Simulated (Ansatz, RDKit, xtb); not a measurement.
**C4H5ClGeO2: ranking a sample of isomers**

A sample of isomers of C4H5ClGeO2 is drawn. Aim: find which of them has the lowest free energy at 298.15 K, then its properties. The sample is small against all isomers, and the most stable one of this formula need not be in it.

Plan: many cheap relaxations first (GFN2-xTB), then density-functional screening, relaxation at B3LYP-D3(BJ)/def2-SVP, vibrations (at GFN2-xTB) and a final energy. The numbers are computed, not measured.

## Step 1: Candidates

Isomers were taken from a list of plausible structures; this is a sample, not all of them. That gives 6 candidates.

```
label                       SMILES     spin
 c080   O=C1C=[C](Cl)[GeH2][CH2]O1  singlet
 c133    O=C=C(C=O)[CH2][GeH2][Cl]  singlet
 c151     O=C1CC=[C]([GeH2][Cl])O1  singlet
 c180  O=[CH][GeH2]/[CH]=C(\Cl)C=O  singlet
 c294    O=C=[C](C=O)[GeH2][CH2]Cl  singlet
 c905       ClC1=COC=[C]([GeH3])O1  singlet
```

Candidates are built by distance geometry, with a force field where one applies, in up to four conformers (letters a to d).

Q: Predict the outcome of this search (final energies at CCSD(T)/def2-SVP + MP2/def2-TZVPP - MP2/def2-SVP).

| quantity | value |
| --- | --- |
| lowest structure found | O=C1CC=[C]([GeH2][Cl])O1, singlet |
| next finalist | O=C=C(C=O)[CH2][GeH2][Cl], singlet, 10.2 kcal/mol higher in G |
| share at equilibrium, among the finalists | 100.0 % |

`O=C1CC=[C]([GeH2][Cl])O1` comes out lowest. Among the finalists first place is clear (10.2 kcal/mol); structures outside the list aren't covered. GFN2-xTB, HF/STO-3G, r2SCAN-D4/def2-SVP, B3LYP-D3(BJ)/def2-SVP, HF/def2-SVP and MP2/def2-SVP already put its bonding pattern lowest among the structures in one piece. Lowest found is not proven lowest: the search is finite, and each finalist counts with one conformer. Only 6 drawn patterns were tried, so whole families of isomers are missing, and the result ranks this sample alone. The lowest isomer need not be the one that is made and kept in a bottle, which depends on barriers.
